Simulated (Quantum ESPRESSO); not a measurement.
# Mg6Au (Pm-3m) in Quantum ESPRESSO: reference runs

Aim: a first look at Mg6Au with PBE, on the cell as given.

Everything below comes from runs of Quantum ESPRESSO 7.5. Logs are shortened: lines on timing, memory, paths and dates and some standing lists are left out, and cuts for length are marked.

## 1. Starting point

Symmetry: Pm-3m, No. 221, cubic system. Conventional cell: a = 4.919 Å, b = 4.919 Å, c = 4.919 Å, α = 90.00°, β = 90.00°, γ = 90.00°. Mg (site symmetry 4mm) has 5 Mg at 2.04 Å as nearest neighbours. Au (site symmetry m-3m) has 24 Mg at 3.62 Å as nearest neighbours.

The cell was built by a generator and needn't be a form met in nature.

## 2. Single point, PBE

File pw.in:

```
&CONTROL
  calculation = 'scf'
  prefix = 'pwscf'
  outdir = './tmp'
  pseudo_dir = './pseudo'
  tprnfor = .true.
  tstress = .true.
  disk_io = 'nowf'
/
&SYSTEM
  ibrav = 0
  nat = 7
  ntyp = 2
  ecutwfc = 60
  ecutrho = 440
  nbnd = 23
  occupations = 'smearing'
  smearing = 'fd'
  degauss = 0.00367493
/
&ELECTRONS
  conv_thr = 1.4d-09
  electron_maxstep = 120
  mixing_beta = 0.5
/
ATOMIC_SPECIES
Mg    24.3050 Mg.pbe-n-kjpaw_psl.0.3.0.UPF
Au   196.9666 Au_ONCV_PBE-1.0.oncvpsp.upf
CELL_PARAMETERS angstrom
   4.9191641400    0.0000000000    0.0000000000
   0.0000000000    4.9191641400    0.0000000000
   0.0000000000    0.0000000000    4.9191641400
ATOMIC_POSITIONS crystal
Mg     0.5000000000    0.5000000000    0.2070000000
Mg     0.5000000000    0.5000000000    0.7930000000
Mg     0.2070000000    0.5000000000    0.5000000000
Mg     0.7930000000    0.5000000000    0.5000000000
Mg     0.5000000000    0.2070000000    0.5000000000
Mg     0.5000000000    0.7930000000    0.5000000000
Au     0.0000000000    0.0000000000    0.0000000000
K_POINTS automatic
6 6 6 0 0 0
```

Potentials or basis: SSSP 1.3 efficiency PBE.

The run is started by

```console
$ OMP_NUM_THREADS=1 pw.x -in pw.in > pw.out
```

pw.out:

```text
This program is part of the open-source Quantum ESPRESSO suite
     for quantum simulation of materials; please cite
         "P. Giannozzi et al., J. Phys.:Condens. Matter 21 395502 (2009);
         "P. Giannozzi et al., J. Phys.:Condens. Matter 29 465901 (2017);
         "P. Giannozzi et al., J. Chem. Phys. 152 154105 (2020);
     in publications or presentations arising from this work. More details at

     file Mg.pbe-n-kjpaw_psl.0.3.0.UPF: wavefunction(s)  3S renormalized
     Message from routine setup:
     using ibrav=0 with symmetry is DISCOURAGED, use correct ibrav instead

     G-vector sticks info
     --------------------
     sticks:   dense  smooth     PW     G-vecs:    dense   smooth      PW
     Sum        3017    1649    481               125039    50541    7809

     Using Slab Decomposition

     bravais-lattice index     =            0
     lattice parameter (alat)  =       9.2959  a.u.
     unit-cell volume          =     803.2866 (a.u.)^3
     number of atoms/cell      =            7
     number of atomic types    =            2
     number of electrons       =        31.00
     number of Kohn-Sham states=           23
     kinetic-energy cutoff     =      60.0000  Ry
     charge density cutoff     =     440.0000  Ry
     scf convergence threshold =      1.4E-09
     mixing beta               =       0.5000
     number of iterations used =            8  plain     mixing
     Exchange-correlation= PBE
                           (   1   4   3   4   0   0   0)

     celldm(1)=   9.295873  celldm(2)=   0.000000  celldm(3)=   0.000000
     celldm(4)=   0.000000  celldm(5)=   0.000000  celldm(6)=   0.000000

     crystal axes: (cart. coord. in units of alat)
               a(1) = (   1.000000   0.000000   0.000000 )
               a(2) = (   0.000000   1.000000   0.000000 )
               a(3) = (   0.000000   0.000000   1.000000 )

     reciprocal axes: (cart. coord. in units 2 pi/alat)
               b(1) = (  1.000000  0.000000  0.000000 )
               b(2) = (  0.000000  1.000000  0.000000 )
               b(3) = (  0.000000  0.000000  1.000000 )

     PseudoPot. # 1 for Mg read from file:
     Mg.pbe-n-kjpaw_psl.0.3.0.UPF
     Pseudo is Projector augmented-wave + core cor, Zval =  2.0
     Generated using "atomic" code by A. Dal Corso  v.5.0.99 svn rev. 10869
     Shape of augmentation charge: PSQ
     Using radial grid of 1129 points,  4 beta functions with:
                l(1) =   0
                l(2) =   0
                l(3) =   1
                l(4) =   1
     Q(r) pseudized with 0 coefficients

     PseudoPot. # 2 for Au read from file:
     Au_ONCV_PBE-1.0.oncvpsp.upf
     Pseudo is Norm-conserving, Zval = 19.0
     Generated using ONCVPSP code by D. R. Hamann
     Using radial grid of 1278 points,  8 beta functions with:
                l(1) =   0
                l(2) =   0
                l(3) =   1
                l(4) =   1
                l(5) =   2
                l(6) =   2
                l(7) =   3
                l(8) =   3

     atomic species   valence    mass     pseudopotential
     Mg                2.00    24.30500     Mg( 1.00)
     Au               19.00   196.96660     Au( 1.00)

     48 Sym. Ops., with inversion, found

   Cartesian axes

     site n.     atom                  positions (alat units)
         1        Mg     tau(   1) = (   0.5000000   0.5000000   0.2070000  )
         2        Mg     tau(   2) = (   0.5000000   0.5000000   0.7930000  )
         3        Mg     tau(   3) = (   0.2070000   0.5000000   0.5000000  )
         4        Mg     tau(   4) = (   0.7930000   0.5000000   0.5000000  )
         5        Mg     tau(   5) = (   0.5000000   0.2070000   0.5000000  )
         6        Mg     tau(   6) = (   0.5000000   0.7930000   0.5000000  )
         7        Au     tau(   7) = (   0.0000000   0.0000000   0.0000000  )

     number of k points=    20  Fermi-Dirac smearing, width (Ry)=  0.0037
                       cart. coord. in units 2pi/alat
        k(    1) = (   0.0000000   0.0000000   0.0000000), wk =   0.0092593
        k(    2) = (   0.0000000   0.0000000   0.1666667), wk =   0.0555556
        k(    3) = (   0.0000000   0.0000000   0.3333333), wk =   0.0555556
        k(    4) = (   0.0000000   0.0000000  -0.5000000), wk =   0.0277778
        k(    5) = (   0.0000000   0.1666667   0.1666667), wk =   0.1111111
        k(    6) = (   0.0000000   0.1666667   0.3333333), wk =   0.2222222
[... 12 lines left out ...]
        k(   19) = (   0.3333333  -0.5000000  -0.5000000), wk =   0.0555556
        k(   20) = (  -0.5000000  -0.5000000  -0.5000000), wk =   0.0092593

     Dense  grid:   125039 G-vectors     FFT dimensions: (  64,  64,  64)

     Smooth grid:    50541 G-vectors     FFT dimensions: (  45,  45,  45)

     Initial potential from superposition of free atoms

     starting charge      30.9944, renormalised to      31.0000
     Starting wfcs are   34 randomized atomic wfcs

     Self-consistent Calculation

     iteration #  1     ecut=    60.00 Ry     beta= 0.50
     Davidson diagonalization with overlap
     ethr =  1.00E-02,  avg # of iterations =  3.8

     total energy              =    -473.89225465 Ry
     estimated scf accuracy    <       0.42064421 Ry

     iteration #  2     ecut=    60.00 Ry     beta= 0.50
     Davidson diagonalization with overlap
     ethr =  1.36E-03,  avg # of iterations =  2.0

     total energy              =    -473.99900118 Ry
     estimated scf accuracy    <       0.05504822 Ry

     iteration #  3     ecut=    60.00 Ry     beta= 0.50
     Davidson diagonalization with overlap
     ethr =  1.78E-04,  avg # of iterations =  4.8

     total energy              =    -474.00652674 Ry
     estimated scf accuracy    <       0.00893837 Ry

     iteration #  4     ecut=    60.00 Ry     beta= 0.50
     Davidson diagonalization with overlap
     ethr =  2.88E-05,  avg # of iterations =  7.2

     total energy              =    -474.00930825 Ry
     estimated scf accuracy    <       0.00282872 Ry

     iteration #  5     ecut=    60.00 Ry     beta= 0.50
     Davidson diagonalization with overlap
     c_bands:  1 eigenvalues not converged
     ethr =  9.12E-06,  avg # of iterations =  5.1

     total energy              =    -474.00984619 Ry
     estimated scf accuracy    <       0.00012236 Ry

     iteration #  6     ecut=    60.00 Ry     beta= 0.50
     Davidson diagonalization with overlap
     ethr =  3.95E-07,  avg # of iterations =  8.9

     total energy              =    -474.01007111 Ry
     estimated scf accuracy    <       0.00004511 Ry

     iteration #  7     ecut=    60.00 Ry     beta= 0.50
     Davidson diagonalization with overlap
     ethr =  1.46E-07,  avg # of iterations =  4.0

     total energy              =    -474.01009012 Ry
     estimated scf accuracy    <       0.00000458 Ry

     iteration #  8     ecut=    60.00 Ry     beta= 0.50
     Davidson diagonalization with overlap
     ethr =  1.48E-08,  avg # of iterations =  5.8

     total energy              =    -474.01009368 Ry
     estimated scf accuracy    <       0.00000011 Ry

     iteration #  9     ecut=    60.00 Ry     beta= 0.50
     Davidson diagonalization with overlap
     ethr =  3.45E-10,  avg # of iterations =  6.7

     total energy              =    -474.01009387 Ry
     estimated scf accuracy    <       0.00000006 Ry

     iteration # 10     ecut=    60.00 Ry     beta= 0.50
     Davidson diagonalization with overlap
     ethr =  2.08E-10,  avg # of iterations =  2.6

     total energy              =    -474.01009390 Ry
     estimated scf accuracy    <          3.8E-09 Ry

     iteration # 11     ecut=    60.00 Ry     beta= 0.50
     Davidson diagonalization with overlap
     ethr =  1.21E-11,  avg # of iterations =  7.8

     End of self-consistent calculation

          k = 0.0000 0.0000 0.0000 (  6355 PWs)   bands (ev):

   -97.4425 -48.7190 -48.7190 -48.7190  -1.3525   3.7460   3.9432   3.9432
     4.2907   4.2907   4.2907   5.0330   5.0330   5.0330   6.8510   6.8510
     9.5295  10.2558  10.2558  10.2558  11.1334  11.1334  11.1334

          k = 0.0000 0.0000 0.1667 (  6307 PWs)   bands (ev):

   -97.4425 -48.7190 -48.7190 -48.7190  -1.2144   3.0719   3.9884   4.0102
     4.1614   4.1614   4.2974   5.0880   5.3059   5.3059   6.8342   7.7699
     8.8738   9.2266   9.2266  10.2680  10.6718  11.4963  11.4963

          k = 0.0000 0.0000 0.3333 (  6311 PWs)   bands (ev):

   -97.4425 -48.7191 -48.7190 -48.7190  -0.8587   1.9974   3.9985   3.9985
     4.0848   4.3064   4.3110   5.1365   5.8925   5.8925   6.7939   7.8564
     8.0108   8.0108   9.5980  10.0377  10.2944  11.9938  11.9938

          k = 0.0000 0.0000-0.5000 (  6382 PWs)   bands (ev):

   -97.4425 -48.7191 -48.7190 -48.7190  -0.6002   1.4710   3.9374   3.9374
     4.1365   4.3178   4.4966   5.1604   6.4096   6.4096   6.7697   7.2800
     7.2800   7.4060   9.7889  10.3087  11.2535  11.8633  12.3685

          k = 0.0000 0.1667 0.1667 (  6304 PWs)   bands (ev):

   -97.4425 -48.7190 -48.7190 -48.7190  -1.0796   2.9729   3.5683   4.0530
     4.1364   4.2045   4.2480   4.6647   5.5193   5.7719   7.3490   7.9050
     8.0605   9.1604   9.4820   9.4986  10.7473  11.5518  11.8351

          k = 0.0000 0.1667 0.3333 (  6311 PWs)   bands (ev):

   -97.4425 -48.7191 -48.7190 -48.7190  -0.7350   2.1326   3.6225   4.0308
     4.1362   4.2498   4.2505   4.6427   6.0133   6.0668   6.4961   7.8925
     8.1363   8.9054   9.5882   9.6887  10.5650  11.1168  12.4595

          k = 0.0000 0.1667-0.5000 (  6322 PWs)   bands (ev):

   -97.4425 -48.7191 -48.7190 -48.7190  -0.4889   1.6382   3.7146   3.9798
     4.1437   4.2626   4.4993   4.6021   5.8615   6.2998   6.4165   7.5186
     8.0170   8.4788   9.7187  10.3953  11.1372  11.2749  12.3758

          k = 0.0000 0.3333 0.3333 (  6316 PWs)   bands (ev):

   -97.4425 -48.7191 -48.7191 -48.7190  -0.4274   2.3566   2.9061   4.0597
     4.0826   4.1618   4.2322   4.5182   5.2459   6.2739   6.4541   8.3278
     8.8873   9.2516   9.4250   9.7991  10.2462  11.3187  11.4127

          k = 0.0000 0.3333-0.5000 (  6282 PWs)   bands (ev):

   -97.4425 -48.7191 -48.7191 -48.7190  -0.2201   2.1192   3.0285   3.9502
     4.0702   4.1635   4.2015   4.5014   4.7631   6.4331   6.6484   8.1402
     8.9870   9.0757   9.6422  10.2595  10.6126  10.7343  11.5014

          k = 0.0000-0.5000-0.5000 (  6256 PWs)   bands (ev):

   -97.4425 -48.7191 -48.7191 -48.7190  -0.0481   2.6390   2.6390   3.3627
     4.1157   4.1185   4.1185   4.4967   4.5726   6.4436   6.8878   8.7010
     8.7010   9.5362   9.5362   9.9100  10.0273  11.4814  11.4814

          k = 0.1667 0.1667 0.1667 (  6298 PWs)   bands (ev):

   -97.4425 -48.7190 -48.7190 -48.7190  -0.9476   2.9699   3.5869   3.5869
     4.1913   4.1913   4.2563   4.8450   4.8450   6.6236   7.4368   8.0194
     8.0194   8.5889   8.5889  10.1963  11.5789  12.0119  12.0121

          k = 0.1667 0.1667 0.3333 (  6308 PWs)   bands (ev):

   -97.4425 -48.7191 -48.7190 -48.7190  -0.6125   2.2693   3.6044   3.6947
     4.1645   4.1734   4.2686   4.6405   5.2444   6.2729   7.2185   7.3207
     8.3556   8.6363   9.7880   9.8681  11.0877  11.3615  12.0923

          k = 0.1667 0.1667-0.5000 (  6300 PWs)   bands (ev):

   -97.4425 -48.7191 -48.7190 -48.7190  -0.3765   1.7979   3.6035   3.9991
     4.1740   4.1750   4.2977   4.5030   5.5848   5.7907   6.6236   7.5327
     8.4155   8.8846   9.5464  10.7352  10.7843  11.4096  11.8317

          k = 0.1667 0.3333 0.3333 (  6307 PWs)   bands (ev):

   -97.4425 -48.7191 -48.7191 -48.7190  -0.3084   2.5057   2.9365   3.6915
     4.1652   4.1945   4.2069   4.5815   5.2007   5.5097   7.2082   7.7431
     7.7918   9.4955   9.6664  10.2255  10.9407  11.2713  12.4338

          k = 0.1667 0.3333-0.5000 (  6292 PWs)   bands (ev):

   -97.4425 -48.7191 -48.7191 -48.7190  -0.1041   2.2456   3.0473   3.8826
     3.9248   4.1711   4.2251   4.5082   4.9177   5.5803   6.8848   7.8766
     7.9862   8.9700   9.9224  10.6505  11.4205  11.4513  12.0968

          k = 0.1667-0.5000-0.5000 (  6312 PWs)   bands (ev):

   -97.4425 -48.7191 -48.7191 -48.7190   0.0713   2.6726   2.6726   3.5553
     3.8276   4.2233   4.2233   4.4991   4.5801   5.6781   7.4959   7.4959
     8.0737   8.0794  10.9549  10.9549  11.5758  11.5758  11.7648

          k = 0.3333 0.3333 0.3333 (  6292 PWs)   bands (ev):

   -97.4425 -48.7191 -48.7191 -48.7191  -0.0149   2.8741   2.9909   2.9909
     4.0384   4.2919   4.2919   4.8510   4.8510   5.4506   6.4974   6.4974
     8.2977   8.8486  10.4221  10.4221  12.3786  12.9083  13.1124

          k = 0.3333 0.3333-0.5000 (  6290 PWs)   bands (ev):

   -97.4425 -48.7191 -48.7191 -48.7191   0.1804   2.5489   3.0144   3.2414
     3.9671   4.3258   4.4032   4.5189   5.2635   5.3022   5.7028   6.7751
     7.5145   9.1175  10.5390  11.5633  12.3515  12.6616  12.7288

          k = 0.3333-0.5000-0.5000 (  6300 PWs)   bands (ev):

   -97.4425 -48.7191 -48.7191 -48.7191   0.3677   2.7354   2.7354   3.1477
     4.1119   4.5041   4.5769   4.5769   4.6125   5.3230   6.2245   6.2245
     6.4488   9.4536  11.6251  11.6251  11.7510  13.0271  13.0271

          k =-0.5000-0.5000-0.5000 (  6272 PWs)   bands (ev):

   -97.4425 -48.7191 -48.7191 -48.7191   0.5673   2.7642   2.7642   2.7642
     4.5066   4.5066   5.0903   5.2289   5.2289   5.2289   5.2520   5.2520
     5.2520  10.1393  11.7090  11.7090  11.7090  14.6559  14.6560

     the Fermi energy is     7.6230 ev

!    total energy              =    -474.01009391 Ry
     estimated scf accuracy    <          2.5E-11 Ry
     smearing contrib. (-TS)   =      -0.00109612 Ry
     internal energy E=F+TS    =    -474.00899779 Ry

     The total energy is F=E-TS. E is the sum of the following terms:
     one-electron contribution =    -210.77251630 Ry
     hartree contribution      =     112.50350120 Ry
     xc contribution           =     -36.05830857 Ry
     ewald contribution        =    -150.95946880 Ry
     one-center paw contrib.   =    -188.72220532 Ry

     convergence has been achieved in  11 iterations

     Forces acting on atoms (cartesian axes, Ry/au):

     atom    1 type  1   force =     0.00000000    0.00000000   -0.43784063
     atom    2 type  1   force =     0.00000000    0.00000000    0.43784063
     atom    3 type  1   force =    -0.43784063    0.00000000    0.00000000
     atom    4 type  1   force =     0.43784063    0.00000000    0.00000000
     atom    5 type  1   force =     0.00000000   -0.43784063    0.00000000
     atom    6 type  1   force =     0.00000000    0.43784063    0.00000000
     atom    7 type  2   force =     0.00000000    0.00000000    0.00000000

     Total force =     1.072486     Total SCF correction =     0.000001

     Computing stress (Cartesian axis) and pressure

          total   stress  (Ry/bohr**3)                   (kbar)     P=      756.76
   0.00514436   0.00000000   0.00000000          756.76        0.00        0.00
   0.00000000   0.00514436   0.00000000            0.00      756.76        0.00
   0.00000000   0.00000000   0.00514436            0.00        0.00      756.76

=------------------------------------------------------------------------------=
   JOB DONE.
=------------------------------------------------------------------------------=
```

Wall time 47 s (1 thread of Intel Xeon 6975P-C (Granite Rapids), shared host); peak memory 0.29 GiB.

What came out:

```
Free energy            : -6449.2359 eV
Pressure               : 75.7 GPa
Largest force          : 11.257 eV/Å
Band gap on the k mesh : none (metal or under the smearing width)
```

Forces in eV/Å, atoms in the order of the input:
```
Mg    0.000   0.000 -11.257
Mg    0.000   0.000  11.257
Mg  -11.257   0.000   0.000
Mg   11.257   0.000   0.000
Mg    0.000 -11.257   0.000
Mg    0.000  11.257   0.000
Au    0.000   0.000   0.000
```

Levels at points of the mesh, in eV from the Fermi level:
| k point | band 11 | band 12 | band 13 | band 14 | band 15 | band 16 | band 17 | band 18 | band 19 | band 20 |
| --- | --- | --- | --- | --- | --- | --- | --- | --- | --- | --- |
| (0.00, 0.00, 0.00) | -3.33 | -2.59 | -2.59 | -2.59 | -0.77 | -0.77 | 1.91 | 2.63 | 2.63 | 2.63 |
| (0.00, 0.00, -0.50) | -3.13 | -2.46 | -1.21 | -1.21 | -0.85 | -0.34 | -0.34 | -0.22 | 2.17 | 2.69 |
| (0.00, -0.50, -0.50) | -3.50 | -3.13 | -3.05 | -1.18 | -0.74 | 1.08 | 1.08 | 1.91 | 1.91 | 2.29 |
| (-0.50, -0.50, -0.50) | -2.53 | -2.39 | -2.39 | -2.39 | -2.37 | -2.37 | -2.37 | 2.52 | 4.09 | 4.09 |

Caveat: a pressure of tens of GPa on the cell as given is suspect, and the run, the potentials or the cell itself is likely at fault; forces of over 1 eV/Å show positions far from the minimum, so gaps and moduli don't describe the material at rest. The run has no spin-orbit coupling, so splittings on Au are missing.
